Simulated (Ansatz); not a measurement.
# CH₆NSbSi: up Jacob's ladder to CCSD(T)

The task here is to estimate one member of a computed series from the others.

Program: Ansatz 0.2.0, Gaussian basis. Level of theory: functionals in def2-TZVPP, the program's frozen cores in correlated methods. These are calculated values, not measurements.

Plan: LDA (SPW92), PBE-D4, revPBE-D4, BLYP-D4, r2SCAN-D4, B97M-V, PBE0-D4, B3LYP-D4, r2SCANh-D4, r2SCAN0-D4, HSE06-D4, BHLYP-D4, CAM-B3LYP-D4, LC-ωPBE, ωB97X-V, ωB97M-V, B2PLYP, PBE-QIDH; CCSD(T)/def2-SVP; CCSD(T)/def2-TZVPP; MP2/def2-QZVPP; extrapolation to the limit; RPA on PBE.

## The relaxed structure

The geometry comes from an earlier relaxation with PBE0-D4 in a triple-zeta def2 set; it is a stationary point, not always the lowest conformer. Sb takes the def2 core potential; no spin-orbit term is included.

SMILES `[CH2]1N[SiH2][SbH]1`, 10 atoms, charge 0, spin multiplicity 1.

Atoms are counted from 1 here; the program's logs count them from 0.

Bond lengths: C1–N2 1.451 Å, C1–Sb4 2.216 Å, C1–H5 1.094 Å, C1–H6 1.095 Å, N2–Si3 1.718 Å, N2–H7 1.008 Å, Si3–Sb4 2.567 Å, Si3–H8 1.491 Å, Si3–H9 1.494 Å, Sb4–H10 1.711 Å. Angles: N2–C1–Sb4 100.8°, N2–C1–H5 114.0°, N2–C1–H6 113.6°, Sb4–C1–H5 110.1°, Sb4–C1–H6 109.0°, H5–C1–H6 109.0°, C1–N2–Si3 111.6°, C1–N2–H7 118.1°, Si3–N2–H7 130.1°, N2–Si3–Sb4 81.4°, N2–Si3–H8 115.9°, N2–Si3–H9 115.3°, Sb4–Si3–H8 119.4°, Sb4–Si3–H9 117.7°, H8–Si3–H9 106.1°, C1–Sb4–Si3 66.1°, C1–Sb4–H10 92.6°, Si3–Sb4–H10 90.4°.

Coordinates:

```xyz
10
charge 0, multiplicity 1
C    -0.36457    1.17060   -0.28955
N     0.07460    0.41275    0.86721
Si    0.11862   -1.27300    0.53912
Sb   -0.63675   -0.45304   -1.77286
H     0.37187    1.89290   -0.65322
H    -1.32133    1.68177   -0.14107
H     0.23679    0.91116    1.72808
H     1.45021   -1.92907    0.68302
H    -0.83944   -2.10213    1.32985
H     0.99300   -0.36296   -2.28767
```

Set-up of the first run:

The input, in.yaml:

```yaml
crystal:
  periodic: [false, false, false]
  atoms:
    - {symbol: C, position_ang: [-0.364571, 1.170602, -0.289552]}
    - {symbol: N, position_ang: [0.074603, 0.412754, 0.867210]}
    - {symbol: Si, position_ang: [0.118618, -1.273000, 0.539116]}
    - {symbol: Sb, position_ang: [-0.636748, -0.453035, -1.772859]}
    - {symbol: H, position_ang: [0.371871, 1.892904, -0.653220]}
    - {symbol: H, position_ang: [-1.321332, 1.681773, -0.141070]}
    - {symbol: H, position_ang: [0.236789, 0.911162, 1.728075]}
    - {symbol: H, position_ang: [1.450210, -1.929073, 0.683016]}
    - {symbol: H, position_ang: [-0.839439, -2.102129, 1.329850]}
    - {symbol: H, position_ang: [0.993002, -0.362959, -2.287667]}
basis:
  gaussian: {orbitals: def2-TZVPP}
hamiltonian: {xc: lda}
output: {orbitals: {seedname: orbitals}}
```

Steps of the session up to this table: LDA; PBE-D4 (GGA); revPBE-D4 (GGA); BLYP-D4 (GGA); r2SCAN-D4 (meta-GGA); B97M-V (meta-GGA); PBE0-D4 (hybrid); B3LYP-D4 (hybrid); r2SCANh-D4 (hybrid); r2SCAN0-D4 (hybrid); HSE06-D4 (hybrid); BHLYP-D4 (hybrid); CAM-B3LYP-D4 (range-separated); LC-ωPBE (range-separated); ωB97X-V (range-separated); ωB97M-V (range-separated); B2PLYP (double hybrid); PBE-QIDH (double hybrid).

One table of the session follows, with a row left open; its other results are not shown here.

It belongs to the step «Orbital energies across the functionals». 

| functional | HOMO (eV) | gap (eV) |
| --- | --- | --- |
| LDA (SPW92) | -5.57 | 3.77 |
| PBE-D4 | -5.46 | 3.86 |
| revPBE-D4 | -5.42 | 3.90 |
| BLYP-D4 | -5.34 | 3.84 |
| r2SCAN-D4 | -5.74 | 4.35 |
| B97M-V | ? | ? |
| PBE0-D4 | -6.79 | 5.94 |
| B3LYP-D4 | -6.57 | 5.50 |
| r2SCANh-D4 | -6.24 | 5.12 |
| r2SCAN0-D4 | -6.97 | 6.24 |
| HSE06-D4 | -6.40 | 5.18 |
| BHLYP-D4 | -7.71 | 7.63 |
| CAM-B3LYP-D4 | -8.05 | 8.11 |
| LC-ωPBE | -9.28 | 10.41 |
| ωB97X-V | -8.99 | 10.01 |
| ωB97M-V | -8.86 | 9.64 |

Estimate the missing values for B97M-V.

As computed: HOMO (eV): -5.85; gap (eV): 4.36. In the column «HOMO (eV)» it lies between r2SCANh-D4 (-6.24) and r2SCAN-D4 (-5.74).
